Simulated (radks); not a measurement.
**Ru²⁴⁺ in [Ne] 3s1.5 3p6 3d2 4s0.5: an all-electron calculation**

The task here is to estimate one member of a computed series from the others.

Method: scalar-relativistic Kohn-Sham, exchange-only PBE, spin-unpolarised, spherical densities, finite nucleus. Code: radks (a radial shooting solver on a logarithmic mesh, Libxc functionals) version 1.

### The atom as given

| Quantity | Value |
| --- | --- |
| element | ruthenium (Z = 44) |
| charge | +24 |
| electrons | 20 |
| configuration | [Ne] 3s1.5 3p6 3d2 4s0.5 |
| nuclear rms radius | 4.4809 fm |

Set-up of the first run:

Settings of this run:

```text
Z 44
configuration [Ne] 3s1.5 3p6 3d2 4s0.5
relativity scalar-relativistic
functional pbe,
spin unpolarised
nucleus finite rms 4.4809 fm
c 137.035999084
```

Among the steps run: Self-consistent calculation.

One of the session's tables, all rows but one given; the rest of the session is left out.

It belongs to the step «Radial structure». Sizes of the orbitals, from the radial functions (bohr):

```
level      <r>  outermost maximum (interpolated)  90 % within  nodes
   1s  0.03344                            0.0217       0.0599      0
   2s   0.1447                             0.123        0.223      1
   2p   0.1260                            0.0980        0.205      0
   3s   0.3695                             0.343        0.538      2
   3p   0.3617                             0.333        0.537      1
   3d   0.3258                             0.271        0.502      0
   4s        ?                                 ?            ?      ?
```

**Question.** Estimate the row for 4s.

As computed: <r>: 0.7312; outermost maximum (interpolated): 0.724; 90 % within: 1.03; nodes: 3. In the column «<r>» it is the highest.
